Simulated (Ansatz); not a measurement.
# Au: the cost of one run

Method: DFT PBE, scalar-relativistic, plane waves, PAW, in Ansatz 0.2.0.

## 1. Starting point

Symmetry: Fm-3m, No. 225, cubic system. The conventional cell has a = 4.158 Å, b = 4.158 Å, c = 4.158 Å, α = 90.00°, β = 90.00°, γ = 90.00°. Around Au (site symmetry m-3m) lie 12 Au at 2.94 Å.

As a file:

```cif
data_structure
_symmetry_space_group_name_H-M 'P 1'
_symmetry_Int_Tables_number 1
_cell_length_a 2.9401
_cell_length_b 2.9401
_cell_length_c 2.9401
_cell_angle_alpha 60.000
_cell_angle_beta 60.000
_cell_angle_gamma 60.000
_cell_volume 17.97
loop_
_atom_site_label
_atom_site_type_symbol
_atom_site_fract_x
_atom_site_fract_y
_atom_site_fract_z
_atom_site_occupancy
Au1 Au 0.00000 0.00000 0.00000 1
```

## 2. Relaxing cell and atoms: Au, no spin

Contents of input.yaml:

```yaml
crystal:
  lattice:
    - [0.0, 2.079, 2.079]
    - [2.079, 0.0, 2.079]
    - [2.079, 2.079, 0.0]
  atoms:
    - { symbol: Au, position: [0.0, 0.0, 0.0] }
scf:
  occupations: { method: gaussian, width: 0.3 }
output:
  forces: true
  stress: true
  eigenvalues: true
  write_density: true
  write_potential: true
  elf: true
  volumetric_format: npy
hamiltonian:
  xc: pbe
relax:
  f_tol: 0.003
  max_steps: 60
  cell: { stress_tol: 0.02 }
kpoints:
  mp_grid: { grid: [24, 24, 24] }
```

On the command line:

```sh
ansatz run input.yaml --threads 8 --pin off --max-ram 24576MiB --backend cpu --events-out ev --progress --plain --runs-dir out
```

**Question.** How long does this run take on 8 threads of Intel Xeon at 2.50GHz (Skylake/Cascade Lake), shared host, and how much memory does it need?

About 4.4 s, with a peak of 0.45 GiB.
